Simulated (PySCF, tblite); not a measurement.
# C5H8BCl: geometry, infrared bands and NMR shifts

Wanted: the infrared bands and NMR shifts of C5H8BCl (`C=CC1(BCl)CC1`), by calculation.

Computed with tblite 0.8.0 and PySCF 2.14.0, with density-fitted response routines of our own, on a single molecule in the gas phase. Atoms are numbered from 0 throughout.

## (1) The starting structure

15 atoms, charge 0, multiplicity 1; geometry from: force field or distance geometry start.

Bonds of the start (Å): C0–C1 1.35, C1–C2 1.49, C2–B3 1.60, B3–Cl4 1.86, C2–C5 1.53, C5–C6 1.52, C6–C2 1.52, C0–H7 1.09, C0–H8 1.08, C1–H9 1.07, B3–H10 1.18, C5–H11 1.11, C5–H12 1.11, C6–H13 1.11, C6–H14 1.11.

## (2) Geometry optimisation with GFN2-xTB

Job settings and geometry (Å):

```
{"job": {"kind": "relax", "xc": "GFN2-xTB", "basis": "xTB"}, "charge": 0, "multiplicity": 1}
C      1.771600    -1.208100     0.461600
C      1.177500    -0.376200    -0.422800
C     -0.233300     0.060300    -0.237300
B     -1.421100    -0.883300    -0.746100
Cl    -2.050600    -2.227600     0.374500
C     -0.477500     1.556400    -0.438900
C     -0.528000     0.959700     0.957000
H      1.231600    -1.551500     1.342600
H      2.789800    -1.537400     0.305100
H      1.728300    -0.068100    -1.290800
H     -1.739800    -0.883600    -1.877100
H      0.430700     2.172800    -0.607900
H     -1.475200     1.863400    -0.810900
H     -1.553100     0.902100     1.376100
H      0.344600     1.229000     1.592900
```

The run is started by

```
OMP_NUM_THREADS=1 python probes_run.py task.json out
```

This one command runs all jobs of the session in turn.

**Question.** This job is followed by: GFN2-xTB harmonic vibrations, gas phase; GIAO PBE0/pcSseg-1 NMR shielding, non-relativistic, gas phase. What will the session give for the following? strongest single infrared mode (GFN2-xTB); zero-point energy (GFN2-xTB); ¹³C shifts against TMS (PBE0/pcSseg-1, means over atoms taken as alike); ¹H shifts against TMS (PBE0/pcSseg-1, means over atoms taken as alike); ¹¹B shifts against BF3·OEt2 (PBE0/pcSseg-1); ³⁵Cl shifts against HCl (PBE0/pcSseg-1); surface potential, 1st and 99th percentile.

**Answer**, as computed:

| quantity | value |
| --- | --- |
| strongest single infrared mode (GFN2-xTB) | 2611 cm⁻¹, 95 km/mol |
| zero-point energy (GFN2-xTB) | 72.7 kcal/mol |
| ¹³C shifts against TMS (PBE0/pcSseg-1, means over atoms taken as alike) | 152.9, 122.7, 31.9, 22.9 ppm |
| ¹H shifts against TMS (PBE0/pcSseg-1, means over atoms taken as alike) | 7.14, 6.83, 5.44, 5.34, 1.32, 1.08 ppm |
| ¹¹B shifts against BF3·OEt2 (PBE0/pcSseg-1) | 71.1 ppm |
| ³⁵Cl shifts against HCl (PBE0/pcSseg-1) | 239 ppm |
| surface potential, 1st and 99th percentile | -0.58 V and 0.87 V |

**Reading.** Relaxing lowered the energy by 0.706 eV in 136 steps; the close pair that moved most is B3–Cl4, from 1.860 to 1.700 Å. No mode is imaginary among the 39: a minimum at this level. The strongest single mode, at 2611 cm⁻¹, moves mainly H10. GFN2-xTB is a fitted tight-binding method: band positions and strengths are rough. Its intensities can rank the bands wrongly. The most deshielded carbon is C1 (alkene CH), at 152.9 ppm: the olefinic region. At PBE0/pcSseg-1: Shielding is most anisotropic at Cl4 (span 712 ppm, paramagnetic term -438 ppm). By nearest atom (PBE0/pcSseg-1), the HOMO sits on C0 32 %; C1 24 % and the LUMO on B3 53 %; H10 15 %.
